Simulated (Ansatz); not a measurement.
# Cd6Te6NO2 in Ansatz: reference runs

Aim: a first look at Cd6Te6NO2 with PBE, on the cell as given.

Program: Ansatz 0.2.0. These are calculated values, not measurements. Logs are shortened: lines on timing, memory, paths and dates and some standing lists are left out, and cuts for length are marked.

## (1) The cell of the first run

The cell holds a slab with vacuum, 15 atoms: a = 9.065 Å, b = 6.410 Å, c = 22.533 Å, α = 90.00°, β = 90.00°, γ = 90.00°.

## (2) Single point, PBE

File input.yaml:

```yaml
crystal:
  lattice:
    - [9.0651089348, 0.0, 0.0]
    - [0.0, 6.41, 0.0]
    - [0.0, 0.0, 22.5325544674]
  atoms:
    - { symbol: Cd, position: [0.25, 0.5, 0.3550418578] }
    - { symbol: Cd, position: [0.75, 0.5, 0.3550418578] }
    - { symbol: Te, position: [0.5, 0.25, 0.3550418578] }
    - { symbol: Te, position: [0.0, 0.25, 0.3550418578] }
    - { symbol: Cd, position: [0.5, 0.0, 0.4556197678] }
    - { symbol: Cd, position: [0.0, 0.0, 0.4556197678] }
    - { symbol: Te, position: [0.75, 0.75, 0.4556197678] }
    - { symbol: Te, position: [0.25, 0.75, 0.4556197678] }
    - { symbol: Cd, position: [0.75, 0.5, 0.5561976777] }
    - { symbol: Cd, position: [0.25, 0.5, 0.5561976777] }
    - { symbol: Te, position: [0.0, 0.25, 0.5561976777] }
    - { symbol: Te, position: [0.5, 0.25, 0.5561976777] }
    - { symbol: "N", position: [0.5, 0.75, 0.6485085607] }
    - { symbol: O, position: [0.4803962017, 0.9345471191, 0.6485085607] }
    - { symbol: O, position: [0.6078511052, 0.6424653385, 0.6485085607] }
hamiltonian:
  xc: pbe
  pseudopotentials: { kind: paw }
kpoints:
  mp_grid: { grid: [3, 4, 1] }
scf:
  occupations: { method: fermi_dirac, width: 0.05 }
output:
  forces: true
  eigenvalues: true
efield:
  axis: 3
  dipole_correction: true
  ramp_width: 0.04
```

Potentials or basis: Ansatz PAW.

Run with:

```
$ ansatz run input.yaml --threads 4 --pin off --max-ram 11264MiB --backend cpu --events-out ev --progress --plain --runs-dir out
```

Standard output:

```text
Warning: RAYON_NUM_THREADS=4 ignored (pool sized by the plan → 4); use --threads N
Engine: ansatz 0.2.0, aarch64-unknown-linux-gnu
Pseudopotentials: kind: paw
Pseudopotential: Cd, paw, valence charge 20, recommended cutoff 420 eV (normal), Cd.paw.azcp
Pseudopotential: Te, paw, valence charge 16, recommended cutoff 420 eV (normal), Te.paw.azcp
Pseudopotential: N, paw, valence charge 5, recommended cutoff 420 eV (normal), N.paw.azcp
Pseudopotential: O, paw, valence charge 6, recommended cutoff 420 eV (normal), O.paw.azcp
Functional definition: PBE
  parameter kappa = 0.804
  parameter beta = 0.06672455060314922
  exchange = pbe_x(kappa = kappa, mu = beta*pi^2/3)
  correlation = pbe_c(beta = beta)
Crystal: 15 atoms, lattice volume = 1309.307 Å³
Basis set: ecut = 420 eV, 25641 PW (Γ), exchange–correlation on 128×90×320 points (8 copies of the dense FFT grid, shifted against one another)
Bands: 140, of which v1, the nominal top of the filled ones, is band 117 counted from 1 (116 counted from 0)
Symmetry: 1 space group operations
Space group: P1 (ITA 1), of the structure as read, at distance tolerance 1.1e-4 Å
k-points: 7 of 12 (time reversal used)
Non-local potential: Cd, projectors of the file, l = 0: 3, l = 1: 2, l = 2: 2, l = 3: 1
Non-local potential: Te, projectors of the file, l = 0: 2, l = 1: 2, l = 2: 2, l = 3: 2
Non-local potential: N, projectors of the file, l = 0: 2, l = 1: 2, l = 2: 1
Non-local potential: O, projectors of the file, l = 0: 2, l = 1: 2, l = 2: 1
PAW form: soft (Blöchl's): semilocal exchange-correlation on the pseudo side does not see the compensation charge
PAW one-centre angular grid: Cd, 590 points (default); XC on 64 Gauss nodes
PAW one-centre angular grid: Te, 590 points (default); XC on 64 Gauss nodes
[... 44 lines left out ...]
  E_xc         = -2006.690745
  E_vxc        = -2209.170527  (∫ρ·V_xc dr)
  E_paw        = -52918.218839  (= ΣΔE_a)
  E_vpaw       = -5613.884600  (= ΣTr[D̂ρ^β])
  E_aug_tail   = 0.003781  (compensation charges beyond the density's cutoff)
  E_efield     = 0.002301  (sawtooth field / dipole correction)
  E_vefield    = -4.243028  (∫n·V_field dr)
  E_ewald      = 49432.418500
  E_smearing   = -0.066218  (= −TS)
  E_closure    = 0.000000  (closes the sum)
  Σ components = -92922.571667   (vs F -92922.571667, Δ=0.00e0)
--- Forces (eV/Å), atoms counted from 1 ---
  atom   1  Cd    -0.03597686    -0.61153533     0.36399961
  atom   2  Cd     0.03180135    -0.60138742     0.37766990
  atom   3  Te    -0.00319521     0.18230753    -1.09755420
  atom   4  Te     0.00480781     0.19061453    -1.18084783
  atom   5  Cd    -0.01188662     0.28991459     0.09327094
  atom   6  Cd    -0.00748209     0.35438138     0.06183958
  atom   7  Te    -0.02101903     0.51602703    -0.08755925
  atom   8  Te     0.03133787     0.49117762    -0.06558412
  atom   9  Cd     0.10368273    -0.47686764    -0.12167526
  atom  10  Cd    -0.06965698    -0.51863407    -0.11973863
  atom  11  Te     0.00961714     0.18424941     1.10268606
  atom  12  Te     0.10349037     0.09931198     0.47994868
  atom  13  N     -3.08223792    -1.24000362     0.37441582
  atom  14  O      0.40300320     1.61179193     0.01094201
  atom  15  O      2.54377566    -0.47139656    -0.19180367
  max |Σ_I F_I| component: 6.14e-5 eV/Å
--- Band table (eV; the first three rows and the last of 7) ---
  k-point 0: bands = ["-103.3275", "-103.3267", "-103.2843", "-103.1941", "-103.1099", "-103.0929", "-64.4511", "-64.4508", "-64.3985", "-64.3714", "-64.3698", "-64.3487", "-64.3484", "-64.3332", "-64.3099", "-64.2936", "-64.2576", "-64.2273", "-64.1800", "-64.1742", "-64.1641", "-64.1612", "-64.1604", "-64.1394", "-37.2484", "-37.2395", "-37.2370", "-37.2319", "-37.2290", "-37.2230", "-37.2103", "-37.2060", "-37.2037", "-37.1991", "-36.8393", "-36.8303", "-36.8098", "-36.7914", "-36.7856", "-36.7715", "-36.7703", "-36.7052", "-36.7048", "-36.6685", "-36.6554", "-36.6267", "-36.6254", "-36.6252", "-36.5916", "-36.5790", "-36.5467", "-36.5135", "-36.5053", "-36.4723", "-27.4401", "-23.6581", "-12.1630", "-11.9627", "-11.9408", "-11.4316", "-11.3897", "-11.3232", "-11.2394", "-9.6433", "-9.3903", "-9.3778", "-9.3472", "-9.3383", "-9.3228", "-9.3213", "-9.3098", "-9.2767", "-9.2459", "-9.2436", "-9.2308", "-9.2176", "-9.2133", "-9.2069", "-9.1960", "-9.1929", "-9.1811", "-9.1659", "-9.1371", "-9.1206", "-9.1072", "-9.0509", "-9.0253", "-9.0148", "-8.9970", "-8.9342", "-8.8754", "-8.7830", "-8.7193", "-8.6612", "-8.5673", "-8.5461", "-5.1931", "-5.0246", "-4.9613", "-4.8185", "-4.5691", "-4.1006", "-4.0872", "-3.0585", "-2.9553", "-2.8857", "-2.8701", "-2.6159", "-2.5134", "-2.4280", "-1.8638", "-1.5989", "-1.5114", "-1.4652", "-1.1901", "-1.0267", "-0.9949", "0.0017", "0.5662", "1.0615", "1.3770", "1.8296", "2.0041", "2.2534", "2.4603", "2.5411", "2.6547", "2.9484", "3.1342", "3.4226", "3.8900", "4.0399", "4.1077", "4.1639", "4.2842", "4.3000", "4.6529", "4.7768", "4.8249", "5.1143"]
  k-point 1: bands = ["-103.3275", "-103.3267", "-103.2843", "-103.1941", "-103.1099", "-103.0929", "-64.4511", "-64.4508", "-64.3985", "-64.3713", "-64.3698", "-64.3487", "-64.3484", "-64.3332", "-64.3099", "-64.2936", "-64.2576", "-64.2273", "-64.1800", "-64.1742", "-64.1641", "-64.1612", "-64.1604", "-64.1394", "-37.2484", "-37.2395", "-37.2370", "-37.2319", "-37.2290", "-37.2230", "-37.2103", "-37.2060", "-37.2037", "-37.1991", "-36.8393", "-36.8303", "-36.8098", "-36.7914", "-36.7856", "-36.7715", "-36.7703", "-36.7052", "-36.7048", "-36.6685", "-36.6554", "-36.6267", "-36.6254", "-36.6252", "-36.5916", "-36.5790", "-36.5467", "-36.5135", "-36.5053", "-36.4723", "-27.4400", "-23.6584", "-12.1278", "-11.9573", "-11.9216", "-11.4549", "-11.4110", "-11.3251", "-11.2403", "-9.6480", "-9.3916", "-9.3863", "-9.3551", "-9.3384", "-9.3221", "-9.3157", "-9.3043", "-9.2650", "-9.2539", "-9.2439", "-9.2321", "-9.2306", "-9.2135", "-9.2081", "-9.2004", "-9.1864", "-9.1744", "-9.1646", "-9.1357", "-9.1131", "-9.1019", "-9.0493", "-9.0230", "-9.0121", "-8.9916", "-8.9374", "-8.8621", "-8.7706", "-8.7088", "-8.6788", "-8.6159", "-8.5301", "-5.1739", "-5.0460", "-4.9376", "-4.8643", "-4.7370", "-4.4359", "-4.1000", "-3.0951", "-2.8022", "-2.7623", "-2.6877", "-2.5943", "-2.4368", "-2.3391", "-1.8291", "-1.7247", "-1.5182", "-1.3491", "-1.2822", "-1.1832", "-0.8834", "0.3392", "0.4692", "1.0777", "1.1463", "1.7704", "1.9718", "2.3077", "2.3589", "2.7363", "2.8445", "2.9791", "3.4158", "3.5436", "4.0399", "4.2961", "4.4094", "4.6157", "4.6359", "4.7742", "4.9726", "5.0046", "5.0206", "5.0596"]
  k-point 2: bands = ["-103.3275", "-103.3267", "-103.2843", "-103.1941", "-103.1099", "-103.0929", "-64.4511", "-64.4508", "-64.3985", "-64.3713", "-64.3698", "-64.3487", "-64.3484", "-64.3332", "-64.3099", "-64.2936", "-64.2576", "-64.2273", "-64.1800", "-64.1742", "-64.1641", "-64.1612", "-64.1604", "-64.1394", "-37.2484", "-37.2395", "-37.2370", "-37.2319", "-37.2290", "-37.2230", "-37.2103", "-37.2060", "-37.2037", "-37.1991", "-36.8393", "-36.8303", "-36.8098", "-36.7914", "-36.7856", "-36.7715", "-36.7703", "-36.7052", "-36.7048", "-36.6685", "-36.6554", "-36.6267", "-36.6254", "-36.6252", "-36.5916", "-36.5790", "-36.5466", "-36.5135", "-36.5053", "-36.4723", "-27.4399", "-23.6587", "-12.0906", "-11.9551", "-11.8928", "-11.4947", "-11.4245", "-11.3266", "-11.2413", "-9.6527", "-9.4056", "-9.3828", "-9.3599", "-9.3363", "-9.3198", "-9.3115", "-9.2977", "-9.2621", "-9.2527", "-9.2474", "-9.2461", "-9.2354", "-9.2233", "-9.2044", "-9.2037", "-9.1856", "-9.1687", "-9.1514", "-9.1283", "-9.1062", "-9.0790", "-9.0484", "-9.0096", "-8.9996", "-8.9777", "-8.9548", "-8.8712", "-8.8446", "-8.7334", "-8.6754", "-8.5716", "-8.5126", "-5.3240", "-5.1478", "-4.9683", "-4.8276", "-4.6701", "-4.4941", "-4.0896", "-3.5040", "-2.9796", "-2.7616", "-2.6315", "-2.3507", "-2.0173", "-1.9717", "-1.7668", "-1.6890", "-1.5830", "-1.5236", "-1.3600", "-1.1733", "-0.8461", "0.0855", "0.5315", "0.9178", "1.1724", "1.8579", "2.0186", "2.3711", "2.4503", "2.7925", "3.3017", "3.5126", "3.8042", "4.0597", "4.2017", "4.3499", "4.4267", "4.5474", "4.6974", "4.7413", "4.8414", "4.9587", "5.0626", "5.1131"]
  k-point 6: bands = ["-103.3275", "-103.3267", "-103.2843", "-103.1941", "-103.1099", "-103.0929", "-64.4511", "-64.4508", "-64.3985", "-64.3713", "-64.3698", "-64.3487", "-64.3484", "-64.3332", "-64.3099", "-64.2936", "-64.2576", "-64.2273", "-64.1800", "-64.1742", "-64.1641", "-64.1612", "-64.1604", "-64.1394", "-37.2484", "-37.2395", "-37.2370", "-37.2319", "-37.2290", "-37.2230", "-37.2103", "-37.2060", "-37.2037", "-37.1991", "-36.8393", "-36.8303", "-36.8098", "-36.7914", "-36.7856", "-36.7715", "-36.7703", "-36.7052", "-36.7048", "-36.6685", "-36.6554", "-36.6267", "-36.6254", "-36.6252", "-36.5916", "-36.5790", "-36.5467", "-36.5135", "-36.5053", "-36.4723", "-27.4400", "-23.6584", "-12.0849", "-12.0018", "-11.9189", "-11.4412", "-11.3920", "-11.3442", "-11.2509", "-9.6501", "-9.4087", "-9.3737", "-9.3559", "-9.3376", "-9.3177", "-9.2969", "-9.2790", "-9.2696", "-9.2548", "-9.2456", "-9.2352", "-9.2246", "-9.2159", "-9.2099", "-9.2002", "-9.1848", "-9.1762", "-9.1606", "-9.1463", "-9.1138", "-9.0843", "-9.0450", "-9.0223", "-9.0180", "-8.9951", "-8.9614", "-8.9155", "-8.8352", "-8.7158", "-8.6387", "-8.6115", "-8.5499", "-5.1193", "-5.0105", "-4.8640", "-4.6195", "-4.4651", "-4.2404", "-4.0753", "-3.4023", "-3.1314", "-2.9906", "-2.8174", "-2.5664", "-2.3018", "-2.2310", "-2.0791", "-2.0635", "-1.7311", "-1.4719", "-1.3459", "-1.1957", "-0.9128", "0.3821", "0.5483", "1.1466", "1.3889", "1.8798", "2.4320", "2.5042", "2.8851", "3.1757", "3.1993", "3.2683", "3.6662", "3.8846", "3.9554", "4.1001", "4.1949", "4.3217", "4.3640", "4.5244", "4.7021", "4.7882", "4.8190", "5.0199"]
```

Wall time 58 s (4 threads of Arm Neoverse V1, shared host); peak memory 3.6 GiB.

What came out:

| Property | Result |
| --- | --- |
| Free energy | -92922.5717 eV |
| Largest force | 3.343 eV/Å |
| Band gap on the k mesh | none (metal or under the smearing width) |
| Work function of the upper face | 5.31 eV |
| Work function of the lower face | 4.74 eV |
| Dipole across the slab | -0.182 e·Å |

Forces on the atoms (eV/Å):
```
Cd  -0.036 -0.612  0.364
Cd   0.032 -0.601  0.378
Te  -0.003  0.182 -1.098
Te   0.005  0.191 -1.181
Cd  -0.012  0.290  0.093
Cd  -0.007  0.354  0.062
Te  -0.021  0.516 -0.088
Te   0.031  0.491 -0.066
Cd   0.104 -0.477 -0.122
Cd  -0.070 -0.519 -0.120
Te   0.010  0.184  1.103
Te   0.103  0.099  0.480
N   -3.082 -1.240  0.374
O    0.403  1.612  0.011
O    2.544 -0.471 -0.192
```

Levels at points of the mesh, in eV from the Fermi level:
```csv
k point,band 115,band 116,band 117,band 118,band 119,band 120
"(0.00, 0.00, 0.00)",-0.29,-0.13,-0.09,0.90,1.47,1.96
"(0.00, -0.50, 0.00)",-0.46,-0.27,0.06,0.99,1.43,1.82
```

Caveat: an odd number of electrons without spin polarisation forces a metal; a magnetic or distorted state may lie lower.
